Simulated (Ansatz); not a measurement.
# Si16C: the cost of one run

Method: DFT PBE, plane waves, PAW, scalar-relativistic, collinear spin, in Ansatz 0.2.0.

## Step 1: Starting point

The cell holds 17 atoms (CSi16): a = 7.679 Å, b = 7.679 Å, c = 7.679 Å, α = 60.00°, β = 60.00°, γ = 60.00°.

Coordinates:

```cif
data_structure
_symmetry_space_group_name_H-M 'P 1'
_symmetry_Int_Tables_number 1
_cell_length_a 7.6792
_cell_length_b 7.6792
_cell_length_c 7.6792
_cell_angle_alpha 60.000
_cell_angle_beta 60.000
_cell_angle_gamma 60.000
_cell_volume 320.21
loop_
_atom_site_label
_atom_site_type_symbol
_atom_site_fract_x
_atom_site_fract_y
_atom_site_fract_z
_atom_site_occupancy
Si1 Si 0.00000 0.00000 0.00000 1
Si2 Si 0.12500 0.12500 0.12500 1
Si3 Si 0.00000 0.00000 0.50000 1
Si4 Si 0.12500 0.12500 0.62500 1
Si5 Si 0.00000 0.50000 0.00000 1
Si6 Si 0.12500 0.62500 0.12500 1
Si7 Si 0.00000 0.50000 0.50000 1
Si8 Si 0.12500 0.62500 0.62500 1
Si9 Si 0.50000 0.00000 0.00000 1
Si10 Si 0.62500 0.12500 0.12500 1
Si11 Si 0.50000 0.00000 0.50000 1
Si12 Si 0.62500 0.12500 0.62500 1
Si13 Si 0.50000 0.50000 0.00000 1
Si14 Si 0.62500 0.62500 0.12500 1
Si15 Si 0.50000 0.50000 0.50000 1
Si16 Si 0.62500 0.62500 0.62500 1
C1 C 0.87683 0.86322 0.37890 1
```

## Step 2: Preparing the start

File input.yaml:

```yaml
accuracy: low
crystal:
  lattice:
    - [0.0, 5.43, 5.43]
    - [5.43, 0.0, 5.43]
    - [5.43, 5.43, 0.0]
  atoms:
    - { symbol: Si, position: [0.0, 0.0, 0.0] }
    - { symbol: Si, position: [0.125, 0.125, 0.125] }
    - { symbol: Si, position: [0.0, 0.0, 0.5] }
    - { symbol: Si, position: [0.125, 0.125, 0.625] }
    - { symbol: Si, position: [0.0, 0.5, 0.0] }
    - { symbol: Si, position: [0.125, 0.625, 0.125] }
    - { symbol: Si, position: [0.0, 0.5, 0.5] }
    - { symbol: Si, position: [0.125, 0.625, 0.625] }
    - { symbol: Si, position: [0.5, 0.0, 0.0] }
    - { symbol: Si, position: [0.625, 0.125, 0.125] }
    - { symbol: Si, position: [0.5, 0.0, 0.5] }
    - { symbol: Si, position: [0.625, 0.125, 0.625] }
    - { symbol: Si, position: [0.5, 0.5, 0.0] }
    - { symbol: Si, position: [0.625, 0.625, 0.125] }
    - { symbol: Si, position: [0.5, 0.5, 0.5] }
    - { symbol: Si, position: [0.625, 0.625, 0.625] }
    - { symbol: C, position: [0.8768331, 0.8632238, 0.3788983], spin: 1.0 }
magnetization:
  spin_polarized: true
basis:
  ecutwfc: 420.0
kpoints:
  mp_grid: { grid: [2, 2, 2] }
hamiltonian:
  xc: pbe
  pseudopotentials: { kind: paw, azcp: { folder: soft_1 } }
scf:
  occupations: { method: fermi_dirac, width: 0.05 }
  lower_state_search: "off"
relax:
  f_tol: 0.08
  max_steps: 25
  adjacent_minimum: "off"
```

Run with:

```sh
$ ansatz run input.yaml --threads 1 --pin off --max-ram 3072MiB --backend cpu --events-out ev --progress --plain --runs-dir out
```

Q: Estimate wall time and peak memory on 1 thread of Arm Neoverse V1, shared host.

About 5.2 min, with a peak of 0.66 GiB.
